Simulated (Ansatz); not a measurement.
# WCS: the cost of one run

Method: DFT PBE, scalar-relativistic, plane waves, PAW, in Ansatz 0.2.0.

1 further run of the same task is left out (it didn't finish).

**1. The system as given**

The structure is trigonal, space group P3m1 (No. 156). The conventional cell has a = 2.971 Å, b = 2.971 Å, c = 17.000 Å, α = 90.00°, β = 90.00°, γ = 120.00°. W (site symmetry 3m) is surrounded by 3 C at 2.11 Å and 3 S at 2.31 Å. C (site symmetry 3m) is surrounded by 3 W at 2.11 Å. Around S (site symmetry 3m) lie 3 W at 2.31 Å.

Structure file:

```cif
data_structure
_symmetry_space_group_name_H-M 'P 1'
_symmetry_Int_Tables_number 1
_cell_length_a 2.9711
_cell_length_b 2.9711
_cell_length_c 17.0000
_cell_angle_alpha 90.000
_cell_angle_beta 90.000
_cell_angle_gamma 120.000
_cell_volume 129.96
loop_
_atom_site_label
_atom_site_type_symbol
_atom_site_fract_x
_atom_site_fract_y
_atom_site_fract_z
_atom_site_occupancy
W1 W 0.00000 0.00000 0.50913 1
C1 C 0.33333 0.66667 0.58183 1
S1 S 0.33333 0.66667 0.41817 1
```

Recipe of the guess: Janus sheet modelled on a layer of WS2. The dimensions are guesses.

It is a sheet, periodic along a and b, with vacuum along c; volumes and pressures of the box carry no meaning, and space groups named for it are those of the box.

**2. The guess as it stands, on a coarse mesh**

The input, input.yaml:

```yaml
crystal:
  lattice:
    - [2.9710989, 0.0, 0.0]
    - [-1.48554898, 2.57304704, 0.0]
    - [0.0, 0.0, 17.0]
  atoms:
    - { symbol: W, position: [0.0, 0.0, 0.5091295] }
    - { symbol: C, position: [0.33333333, 0.66666667, 0.58183399] }
    - { symbol: S, position: [0.33333333, 0.66666667, 0.41816601] }
  periodic: [true, true, false]
basis:
  ecutwfc: 420
kpoints:
  mp_grid: { grid: [6, 6, 1] }
hamiltonian:
  xc: pbe
scf:
  occupations: { method: gaussian, width: 0.1 }
  lower_state_search: "off"
output:
  forces: true
  stress: true
  eigenvalues: true
```

Command:

```bash
ansatz run input.yaml --threads 1 --pin off --max-ram 2048MiB --backend cpu --events-out ev --progress --plain --runs-dir out
```

What time and memory should one allow on 1 thread of Arm Neoverse N1, shared host?

About 6.1 s, with a peak of 0.36 GiB.
